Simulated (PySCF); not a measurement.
# [Nd(NH2)2]+: how tightly the ligands are held

What does it cost to pull a ligand from [Nd(NH2)2]+? The species was built from a template and needn't be a known compound.

Method: PBE, Nd lcecp-1-SVP with ECP49, N def2-SVP, H def2-SVP; scalar-relativistic core potentials, no spin–orbit coupling; program: PySCF 2.14.0.

2 further runs of the same task are left out: 1 for a known fault of the program, 1 that didn't finish.

**1. Starting geometry**

7 atoms, charge 1, spin multiplicity 1.

Bond lengths: Nd1–N2 2.135 Å, Nd1–H3 2.832 Å, Nd1–H4 2.919 Å, Nd1–N5 2.135 Å, Nd1–H6 2.911 Å, Nd1–H7 2.839 Å, N2–H3 1.033 Å, N2–H4 1.032 Å, N5–H6 1.032 Å, N5–H7 1.033 Å. Angles: N2–Nd1–H3 17.8°, N2–Nd1–H4 15.5°, N2–Nd1–N5 103.0°, N2–Nd1–H6 118.7°, N2–Nd1–H7 85.4°, H3–Nd1–H4 33.3°, H3–Nd1–N5 85.2°, H3–Nd1–H6 100.9°, H3–Nd1–H7 67.5°, H4–Nd1–N5 118.5°, H4–Nd1–H6 134.2°, H4–Nd1–H7 100.8°, N5–Nd1–H6 15.7°, N5–Nd1–H7 17.6°, H6–Nd1–H7 33.3°, Nd1–N2–H3 122.9°, Nd1–N2–H4 131.1°, H3–N2–H4 106.1° and more.

Coordinates:

```tsv
atom	x (Å)	y (Å)	z (Å)
Nd1	-0.0533	-1.2070	-0.0076
N2	-0.1067	0.1157	1.6679
H3	-0.0521	1.1424	1.5730
H4	-0.1809	-0.0745	2.6795
N5	0.1313	0.1250	-1.6660
H6	0.2056	-0.0737	-2.6762
H7	0.1712	1.1525	-1.5707
```

Formal oxidation states: Nd +3. Each metal's 3 4f electrons lie in its core potential, so multiplicities, spins and levels count the valence alone. An earlier session relaxed this geometry at PBE, Nd lcecp-1-SVP with ECP49, N def2-SVP, H def2-SVP (singlet, point group Cs).

**2. NH2 taken off**

The ligand (atoms 2, 3, 4) keeps its formal charge and a closed shell where it can; ligand and rest are solved at the complex's geometry, in vacuum, with the settings of the relaxation.

```tsv
part	charge	state	energy (Eh)
complex	1	singlet	-145.471538
ligand	-1	singlet	-55.722508
rest	2	singlet	-89.128158
```

It took 1.2 s on 2 threads of Intel Xeon Platinum 8375C at 2.90GHz (Ice Lake), shared host.

**3. Rigid scan of NH2**

Atoms 2, 3, 4 move together along the line from atom 1; the distance is to the donor, the donors' midpoint or the ring centre. Each point starts from the density of the one before.

```tsv
distance (Å)	energy from the relaxed point (eV)
1.84	1.212
1.94	0.468
2.04	0.102
2.14	0.000
2.24	0.079
2.34	0.280
2.54	0.880
2.84	1.929
3.24	3.173
3.74	4.271
```

Wall time 59 s (2 threads of Intel Xeon Platinum 8375C at 2.90GHz (Ice Lake), shared host).

**4. Summary of results**

```
                    quantity       value
              taking off NH2    16.89 eV
stiffness of the NH2 contact  18.1 eV/Å²
```

Taking off NH2 as a fragment of charge -1 costs 16.89 eV, much of it the attraction of the two charges. Near 2.14 Å the NH2 contact has a stiffness of about 18.1 eV/Å², and the energy stands 4.27 eV higher at 3.74 Å. The free anion is solved without diffuse functions, no counterpoise correction is made, and the parts aren't relaxed; each of these makes the binding look larger. These are double-zeta-type bases without diffuse functions. Spin–orbit coupling is left out.
